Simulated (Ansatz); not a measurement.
# CH6O2Si: the cost of one run

Program: Ansatz 0.2.0 through its Python package. Level of theory: PBE/cc-pVDZ. These are calculated values, not measurements.

**1. The system**

Bond lengths: O1–C2 1.409 Å, C2–O3 1.421 Å, O3–Si4 1.643 Å, O1–H5 1.028 Å, C2–H6 1.108 Å, C2–H7 1.124 Å, Si4–H8 1.495 Å, Si4–H9 1.449 Å, Si4–H10 1.534 Å. Angles: O1–C2–O3 107.4°, O1–C2–H6 110.3°, O1–C2–H7 104.6°, O3–C2–H6 111.4°, O3–C2–H7 113.3°, H6–C2–H7 109.5°, C2–O1–H5 103.1°, C2–O3–Si4 114.9°, O3–Si4–H8 107.7°, O3–Si4–H9 115.8°, O3–Si4–H10 108.0°, H8–Si4–H9 111.0°, H8–Si4–H10 106.5°, H9–Si4–H10 107.4°.

The script reads ch6o2si.xyz:

```xyz
10

O     0.92160    1.10370   -1.79370
C     0.50810    0.79870   -0.48200
O    -0.19490   -0.43470   -0.53300
Si   -0.49540   -1.12100    0.92940
H     0.03350    1.18440   -2.30590
H    -0.12880    1.61150   -0.08000
H     1.46280    0.74280    0.10940
H    -1.25040   -2.38850    0.69000
H     0.66520   -1.35630    1.76510
H    -1.43870   -0.19170    1.70370
```

**2. Script**

File ch6o2si_scan.py:

```python
# -*- coding: utf-8 -*-
'''Stretching a bond of CH6O2Si, the rest held rigid.'''

import ansatz as az
import numpy as np

ch6o2si = az.Crystal.molecule_from_extxyz('ch6o2si.xyz')

symbols = [site.symbol for site in ch6o2si.cartesian_sites]
start = np.array([site.position_ang for site in ch6o2si.cartesian_sites])
axis = (start[9] - start[3]) / np.linalg.norm(start[9] - start[3])
moving = [9]
lengths, energies = [1.3, 1.41, 1.53, 1.69, 1.92, 2.3, 2.76, 3.37], []
for length in lengths:
    xyz = start.copy()
    xyz[moving] += (length - np.linalg.norm(start[9] - start[3])) * axis
    point = az.Crystal.molecule()
    for symbol, place in zip(symbols, xyz):
        point = point.atom(symbol, place.tolist())
    calc = (
        point.calculation()
        .basis(gaussian='cc-pVDZ')
        .functional('PBE')
        .spin('collinear')
    )
    summary = calc.run(threads=1).report
    energies.append(summary['free_energy_ev'])
    print(f'r = {length:6.3f} A  E = {energies[-1]:.5f} eV  <S^2> = {abs(summary["mean_field"]["state"]["spin_squared"]):.3f}')

print('energy above the lowest point (eV):', [round(e - min(energies), 3) for e in energies])
```

**3. What the engine is handed**

The engine receives this input (first run):

```yaml
crystal:
  periodic: [false, false, false]
  atoms:
    - { symbol: O, position_ang: [0.9216, 1.1037, -1.7937] }
    - { symbol: C, position_ang: [0.5081, 0.7987, -0.482] }
    - { symbol: O, position_ang: [-0.1949, -0.4347, -0.533] }
    - { symbol: Si, position_ang: [-0.4954, -1.121, 0.9294] }
    - { symbol: H, position_ang: [0.0335, 1.1844, -2.3059] }
    - { symbol: H, position_ang: [-0.1288, 1.6115, -0.08] }
    - { symbol: H, position_ang: [1.4628, 0.7428, 0.1094] }
    - { symbol: H, position_ang: [-1.2504, -2.3885, 0.69] }
    - { symbol: H, position_ang: [0.6652, -1.3563, 1.7651] }
    - { symbol: H, position_ang: [-1.2948411153580255, -0.33342380101535785, 1.585614624850757] }
basis:
  gaussian:
    orbitals: cc-pVDZ
hamiltonian:
  xc: pbe
magnetization:
  spin_polarized: true
```

**4. Launch**

Started as:

```sh
> python ch6o2si_scan.py
```

What time and memory should one allow on 1 thread of AMD EPYC 9R45 (Zen 5), shared host?

About 13 s, with a peak of 0.28 GiB.
